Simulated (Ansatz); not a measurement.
# CdH2O2: the cost of one run

All numbers below are computed with Ansatz 0.2.0 (DFT, r2SCAN, no spin polarisation, plane waves, PAW).

### 1 The structure

It takes space group Cm (No. 8, monoclinic). Conventional cell: a = 6.626 Å, b = 10.372 Å, c = 3.454 Å, α = 90.00°, β = 119.88°, γ = 90.00°. Cd (site symmetry 1) is surrounded by 6 O at 2.28 to 2.47 Å. Around H (site symmetry 1) lie 1 O at 0.98 Å. H (site symmetry m) has 1 O at 1.13 Å as nearest neighbours. Around O (site symmetry m) lie 4 Cd at 2.39 to 2.47 Å. O (site symmetry 1) is surrounded by 1 H at 0.98 Å. H (site symmetry m) has 1 O at 1.07 Å as nearest neighbours. Only part of the 7 independent sites is listed.

In its conventional cell, by symmetry (the run takes the cell typed in the input):

```cif
data_structure
_symmetry_space_group_name_H-M 'Cm'
_symmetry_Int_Tables_number 8
_cell_length_a 6.6258
_cell_length_b 10.3724
_cell_length_c 3.4537
_cell_angle_alpha 90.000
_cell_angle_beta 119.884
_cell_angle_gamma 90.000
_cell_volume 205.80
loop_
_atom_site_label
_atom_site_type_symbol
_atom_site_symmetry_multiplicity
_atom_site_Wyckoff_symbol
_atom_site_fract_x
_atom_site_fract_y
_atom_site_fract_z
_atom_site_occupancy
Cd1 Cd 4 b 0.00000 0.84746 0.00000 1
H1 H 4 b 0.98604 0.66196 0.48662 1
H2 H 2 a 0.50000 0.00000 0.33200 1
O1 O 2 a 0.88500 0.00000 0.37400 1
O2 O 4 b 0.12100 0.72040 0.61600 1
H3 H 2 a 0.33400 0.00000 0.58400 1
O3 O 2 a 0.31300 0.00000 0.25500 1
```

The first density is read from a saved solution for the starting cell.

### 2 Relaxing

The input, input.yaml:

```yaml
crystal:
  lattice:
    - [-0.09162, 0.0, 3.45253]
    - [5.746777, 0.0, 0.0]
    - [2.827578, 5.186202, 1.726265]
  atoms:
    - { symbol: Cd, position: [0.84746, 0.84746, 0.30508] }
    - { symbol: Cd, position: [0.15254, 0.15254, 0.69492] }
    - { symbol: H, position: [0.162532, 0.675914, 0.67609] }
    - { symbol: H, position: [0.838622, 0.352004, 0.32391] }
    - { symbol: H, position: [0.832, 0.5, 0.0] }
    - { symbol: O, position: [0.489, 0.115, 0.0] }
    - { symbol: O, position: [0.2154, 0.5994, 0.5592] }
    - { symbol: O, position: [0.7746, 0.1586, 0.4408] }
    - { symbol: H, position: [0.25, 0.666, 0.0] }
    - { symbol: O, position: [0.942, 0.687, 0.0] }
  symmetry: { tolerance: 0.0003 }
kpoints:
  mp_grid: { grid: [6, 6, 6], shift: [0, 0, 0] }
magnetization:
  spin_polarized: false
scf:
  occupations: { method: fermi_dirac }
  lower_state_search: "off"
hamiltonian:
  pseudopotentials: { kind: paw }
  xc: r2scan
basis:
  ecutwfc: 500
  fft_grid_basis: typed
relax:
  max_steps: 80
  cell: { p_target: 0.0 }
output:
  forces: true
  stress: true
  eigenvalues: true
  populations: true
  elf: true
  write_potential: true
  volumetric_format: npy
  dos:
    e_range: [-12, 8]
    de: 0.05
    projected: { site_lists: { Cd: [Cd], H: [H], O: [O] } }
  bader: false
checkpoint:
  read: saved_state
```

Started as:

```console
> ansatz run input.yaml --threads 2 --pin off --max-ram 2560MiB --backend cpu --events-out ev --progress --plain --runs-dir out
```

What time and memory should one allow on 2 threads of Arm Neoverse V1, shared host?

About 22 min, with a peak of 0.77 GiB.
